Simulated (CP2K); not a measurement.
**BNH3O2 (SMILES NB([O])O): a first try and a second**

Wanted: energy and forces of BNH3O2, PM6.

The calculation is run with CP2K 2026.2.

1 further run of the same task is left out (set aside as unsound or not needed).

## (1) The structure to begin with

BNH3O2: 7 atoms, total charge 0, spin state doublet. SMILES: `NB([O])O`. The shape is that of a GFN2-xTB optimisation. This is one conformer, not always the lowest.

Bond lengths: N1–B2 1.506 Å, B2–O3 1.288 Å, B2–O4 1.349 Å, N1–H5 1.012 Å, N1–H6 1.010 Å, O4–H7 0.956 Å. Angles: N1–B2–O3 106.4°, N1–B2–O4 117.0°, O3–B2–O4 136.4°, B2–N1–H5 113.7°, B2–N1–H6 114.1°, B2–O4–H7 114.3°, H5–N1–H6 110.5°.

## (2) First attempt

Input file qs.inp:

```
&FORCE_EVAL
    METHOD Quickstep
    &DFT
        CHARGE 0
        MULTIPLICITY 2
        SPIN_POLARIZED T
        ! Quickstep
        &QS
            METHOD GFN2
            EPS_DEFAULT 1.0E-10
            &SE
                &COULOMB
                    CUTOFF [angstrom] 50
                    RC_RANGE [angstrom] 0
                &END COULOMB
                &EXCHANGE
                    CUTOFF [angstrom] 50
                    RC_RANGE [angstrom] 0
                &END EXCHANGE
            &END SE
        &END QS
        &POISSON
            PERIODIC NONE
            POISSON_SOLVER ANALYTIC
        &END POISSON
        ! self-consistent field
        &SCF
            SCF_GUESS ATOMIC
            EPS_SCF 1.0E-06
            MAX_SCF 100
            ADDED_MOS 8
            &DIAGONALIZATION
                ALGORITHM STANDARD
            &END DIAGONALIZATION
            &MIXING
                METHOD DIRECT_P_MIXING
                ALPHA 0.4
            &END MIXING
        &END SCF
        ! extra output
        &PRINT
            &MOMENTS
                PERIODIC F
                REFERENCE COM
                MAX_MOMENT 1
            &END MOMENTS
            &MO ON
                ENERGIES T
                OCCUPATION_NUMBERS T
                NDIGITS 6
                &EACH
                    QS_SCF 0
                &END EACH
                ADD_LAST NUMERIC
            &END MO
            &HIRSHFELD OFF
            &END HIRSHFELD
        &END PRINT
    &END DFT
    &SUBSYS
        ! vacuum box
        &CELL
            ABC [angstrom] 18.8 19 18.4
            PERIODIC NONE
        &END CELL
        &COORD
            UNIT bohr
            N     -1.5151446     1.4490798     0.1871207
            B      0.3257699    -0.7173400     0.0785559
            O      0.5542756    -1.5392197     2.3575278
            O      1.4062964    -1.2059098    -2.1784385
            H     -0.6950602     3.1656692     0.0013984
            H     -2.6669138     1.4180883     1.7091817
            H      2.5907956    -2.5703866    -2.1553460
        &END COORD
        &TOPOLOGY
            &CENTER_COORDINATES
            &END CENTER_COORDINATES
        &END TOPOLOGY
    &END SUBSYS
    ! extra output
    &PRINT
        &FORCES ON
        &END FORCES
    &END PRINT
&END FORCE_EVAL

&GLOBAL
    PROJECT qs
    RUN_TYPE ENERGY_FORCE
    PRINT_LEVEL MEDIUM
&END GLOBAL
```

The run is started by

```bash
$ OMP_NUM_THREADS=1 cp2k.psmp -i qs.inp -o qs.out
```

Output:

```text
*******************************************************************************
 *   ___                                                                       *
 *  /   \                                                                      *
 * [ABORT]                                                                     *
 *  \___/                   invalid value for enumeration:GFN2                 *
 *    |                                                                        *
 *  O/|                                                                        *
 * /| |                                                                        *
 * / \                                     input/input_enumeration_types.F:215 *
 *******************************************************************************

 ===== Routine Calling Stack =====

            6 val_create_parsing
            5 section_vals_parse
            4 section_vals_parse
            3 section_vals_parse
            2 section_vals_parse
            1 read_input
```

Run time: 0.86 s. Hardware: 1 thread of Intel Xeon 6975P-C (Granite Rapids), shared host; peak memory 0.16 GiB.

## (3) Reading the log

The input was rejected.

The log says `\___/                   invalid value for enumeration:GFN2`. The cause is that the keyword for the method is given a word that it doesn't take.

## (4) Second attempt

Input file job.inp:

```
&FORCE_EVAL
    METHOD QUICKSTEP
    &DFT
        MULTIPLICITY 2
        UKS T
        &QS
            METHOD PM6
            EPS_DEFAULT 1.0E-10
            &SE
                &COULOMB
                    CUTOFF [angstrom] 50
                    RC_RANGE [angstrom] 0
                &END COULOMB
                &EXCHANGE
                    CUTOFF [angstrom] 50
                    RC_RANGE [angstrom] 0
                &END EXCHANGE
            &END SE
        &END QS
        &POISSON
            PERIODIC NONE
            POISSON_SOLVER ANALYTIC
        &END POISSON
        &SCF
            SCF_GUESS ATOMIC
            EPS_SCF 1.0E-06
            MAX_SCF 100
            ADDED_MOS 8
            &DIAGONALIZATION
                ALGORITHM STANDARD
            &END DIAGONALIZATION
            &MIXING
                METHOD DIRECT_P_MIXING
                ALPHA 0.4
            &END MIXING
        &END SCF
        &PRINT
            &MOMENTS
                PERIODIC F
                REFERENCE COM
                MAX_MOMENT 1
            &END MOMENTS
            &MO ON
                ENERGIES T
                OCCUPATION_NUMBERS T
                NDIGITS 6
                &EACH
                    QS_SCF 0
                &END EACH
                ADD_LAST NUMERIC
            &END MO
            &HIRSHFELD OFF
            &END HIRSHFELD
        &END PRINT
    &END DFT
    &SUBSYS
        &CELL
            ABC 18.8 19 18.4
            PERIODIC NONE
        &END CELL
        &COORD
            UNIT bohr
            N     -1.5151446     1.4490798     0.1871207
            B      0.3257699    -0.7173400     0.0785559
            O      0.5542756    -1.5392197     2.3575278
            O      1.4062964    -1.2059098    -2.1784385
            H     -0.6950602     3.1656692     0.0013984
            H     -2.6669138     1.4180883     1.7091817
            H      2.5907956    -2.5703866    -2.1553460
        &END COORD
        &TOPOLOGY
            &CENTER_COORDINATES
            &END CENTER_COORDINATES
        &END TOPOLOGY
    &END SUBSYS
    &PRINT
        &FORCES ON
        &END FORCES
    &END PRINT
&END FORCE_EVAL

&GLOBAL
    PROJECT_NAME job
    RUN_TYPE ENERGY_FORCE
    PRINT_LEVEL MEDIUM
&END GLOBAL
```

The run is started by

```bash
$ OMP_NUM_THREADS=1 cp2k.psmp -i job.inp -o job.out
```

Output:

```text
CP2K| version string:                                       CP2K version 2026.2
[...]
 GLOBAL| Method name                                                        CP2K
[...]
 GLOBAL| Run type                                                   ENERGY_FORCE
[...]
 *** WARNING in qs_environment.F:2210 :: More added MOs requested than     ***
 *** available. The full set of unoccupied MOs will be used. Use           ***
 *** 'ADDED_MOS -1' to always use all available MOs and to get rid of this ***
[...]
                             - Atoms:                                          7
[...]
                             - Spherical basis functions:                     19
[...]
 Number of electrons:                                                         12
[...]
     1 P_Mix/Diag. 0.40E+00    0.0     0.37707395       -26.2553596645 -2.63E+01
[...]
    26 DIIS/Diag.  0.78E-07    0.0     0.00000035       -31.5954932250 -1.08E-12
  *** SCF run converged in    26 steps ***
  Core-core repulsion energy [eV]:                           1308.41390282571024
  Core Hamiltonian energy [eV]:                             -1436.41528446258440
  Two-electron integral energy [eV]:                        -1463.51142529308004
  Electronic energy [eV]:                                   -2168.17099710912453
  Total energy [eV]:                                         -859.75709428341429
  Atomic reference energy [eV]:                               855.21160446961983
  Heat of formation [kcal/mol]:                              -104.82149357540411
[...]
 SE_DIPOLE| Moment [Debye]          0.87701100      -2.58243797       0.52823844
 SE_DIPOLE| Derivative [a.u.]       0.00000000       0.00000000       0.00000000
 ENERGY| Total FORCE_EVAL ( QS ) energy [hartree]            -31.595493225026516
 FORCES| Atomic forces [hartree/bohr]
 FORCES|   Atom     x               y               z               |f|
 FORCES|      1  2.20674992E-03  8.14043220E-03  1.11291346E-02   1.39640259E-02
 FORCES|      2 -5.03301765E-03 -7.23809591E-03  1.40493551E-02   1.65863099E-02
 FORCES|      3 -2.71228093E-03  6.22337144E-03  4.25788187E-04   6.80206700E-03
 FORCES|      4  1.09910005E-02 -5.76086325E-03 -1.90368059E-02   2.27242077E-02
 FORCES|      5 -2.19400578E-03  3.85611934E-04 -1.76672026E-03   2.84317752E-03
 FORCES|      6 -4.47142167E-03 -1.04068304E-03 -1.79748417E-03   4.93027203E-03
 FORCES|      7  1.21297559E-03 -7.09773377E-04 -3.00326754E-03   3.31582628E-03
 FORCES| Sum     3.19189120E-16  1.94289029E-16 -8.32667268E-17
 FORCES| Total atomic force                                       3.82835825E-16
[...]
```

It took 0.88 s on 1 thread of Intel Xeon 6975P-C (Granite Rapids), shared host; peak memory 0.19 GiB.

## (5) Outcome

At PM6:

```
                                 quantity            value
                             total energy     -31.59549 Eh
                            dipole moment           2.78 D
       HOMO energy (highest over α and β)        -10.31 eV
        LUMO energy (lowest over α and β)         -2.36 eV
heat of formation at this unrelaxed shape  -104.8 kcal/mol
                 largest force on an atom       1.169 eV/Å
```

What this shows: The largest force is 1.17 eV/Å: the shape isn't a stationary point for this species at this level.
